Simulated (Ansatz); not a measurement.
# C₆H₁₂S: basis-set convergence

The task here is to estimate one member of a computed series from the others.

Program: Ansatz 0.2.0, Gaussian basis. Level of theory: one geometry, several basis sets. These are calculated values, not measurements.

Plan: PBE0-D4/def2-SVP; ωB97M-V/def2-SVP; PBE0-D4/def2-QZVPP; ωB97M-V/def2-QZVPP; the functionals' def2-TZVPP values are taken from earlier runs.

## Structure used throughout

The geometry comes from an earlier relaxation with PBE0-D4 in a triple-zeta def2 set; it is a stationary point, not always the lowest conformer.

SMILES `SC1CCCCC1`, 19 atoms, charge 0, spin multiplicity 1.

Atoms are counted from 1 here; the program's logs count them from 0.

Bond lengths: S1–C2 1.826 Å, S1–H8 1.342 Å, C2–C3 1.543 Å, C2–C7 1.522 Å, C2–H9 1.093 Å, C3–C4 1.529 Å, C3–H10 1.094 Å, C3–H11 1.092 Å, C4–C5 1.521 Å, C4–H12 1.093 Å, C4–H13 1.096 Å, C5–C6 1.537 Å, C5–H14 1.093 Å, C5–H15 1.096 Å, C6–C7 1.528 Å, C6–H16 1.093 Å, C6–H17 1.093 Å, C7–H18 1.092 Å and more. Angles: C2–S1–H8 97.8°, S1–C2–C3 114.0°, S1–C2–C7 112.5°, S1–C2–H9 100.9°, C3–C2–C7 110.9°, C3–C2–H9 109.2°, C7–C2–H9 108.8°, C2–C3–C4 112.8°, C2–C3–H10 109.1°, C2–C3–H11 109.1°, C4–C3–H10 109.4°, C4–C3–H11 109.9°, H10–C3–H11 106.3°, C3–C4–C5 111.3°, C3–C4–H12 109.5°, C3–C4–H13 110.1°, C5–C4–H12 110.7°, C5–C4–H13 109.1° and more.

The first run:

in.yaml

```yaml
crystal:
  periodic: [false, false, false]
  atoms:
    - {symbol: S, position_ang: [-0.316399, -2.426957, 0.822231]}
    - {symbol: C, position_ang: [0.635376, -0.870723, 0.897850]}
    - {symbol: C, position_ang: [1.362422, -0.516357, -0.415796]}
    - {symbol: C, position_ang: [0.726111, 0.667582, -1.144349]}
    - {symbol: C, position_ang: [-0.791704, 0.609694, -1.070502]}
    - {symbol: C, position_ang: [-1.280628, 0.710581, 0.383157]}
    - {symbol: C, position_ang: [-0.203736, 0.301171, 1.387627]}
    - {symbol: H, position_ang: [-1.162887, -2.075268, -0.157696]}
    - {symbol: H, position_ang: [1.375674, -1.118760, 1.662820]}
    - {symbol: H, position_ang: [2.409406, -0.287146, -0.194819]}
    - {symbol: H, position_ang: [1.370699, -1.393049, -1.066922]}
    - {symbol: H, position_ang: [1.062506, 0.679390, -2.184353]}
    - {symbol: H, position_ang: [1.070456, 1.609611, -0.703150]}
    - {symbol: H, position_ang: [-1.236683, 1.403726, -1.675198]}
    - {symbol: H, position_ang: [-1.127383, -0.331298, -1.520811]}
    - {symbol: H, position_ang: [-2.169327, 0.089789, 0.522775]}
    - {symbol: H, position_ang: [-1.591170, 1.735528, 0.603840]}
    - {symbol: H, position_ang: [-0.653723, 0.065612, 2.354044]}
    - {symbol: H, position_ang: [0.478989, 1.142771, 1.555653]}
basis:
  gaussian: {orbitals: def2-SVP}
hamiltonian: {xc: pbe0, dispersion: d4}
output: {orbitals: {seedname: orbitals}}
```

The run is started by

```
> ansatz run in.yaml --threads 2 --pin off --events-out ev --progress --plain --max-ram 32768MiB --backend cpu
```

Among the steps run: PBE0-D4 in def2-SVP; ωB97M-V in def2-SVP; PBE0-D4 in def2-QZVPP; ωB97M-V in def2-QZVPP.

One table of the session follows, with a row left open; its other results are not shown here.

It belongs to the step «Density functionals: the series». 

| functional | basis | HOMO (eV) | LUMO (eV) |
| --- | --- | --- | --- |
| PBE0-D4 | def2-SVP | -6.51 | 1.04 |
| PBE0-D4 | def2-TZVPP | ? | ? |
| PBE0-D4 | def2-QZVPP | -6.67 | 0.36 |
| ωB97M-V | def2-SVP | -8.75 | 2.88 |
| ωB97M-V | def2-TZVPP | -8.89 | 2.23 |
| ωB97M-V | def2-QZVPP | -8.92 | 1.68 |

Estimate the missing values for PBE0-D4, def2-TZVPP.

The run gave: HOMO (eV): -6.63; LUMO (eV): 0.59. In the column «HOMO (eV)» it lies between PBE0-D4, def2-QZVPP (-6.67) and PBE0-D4, def2-SVP (-6.51).
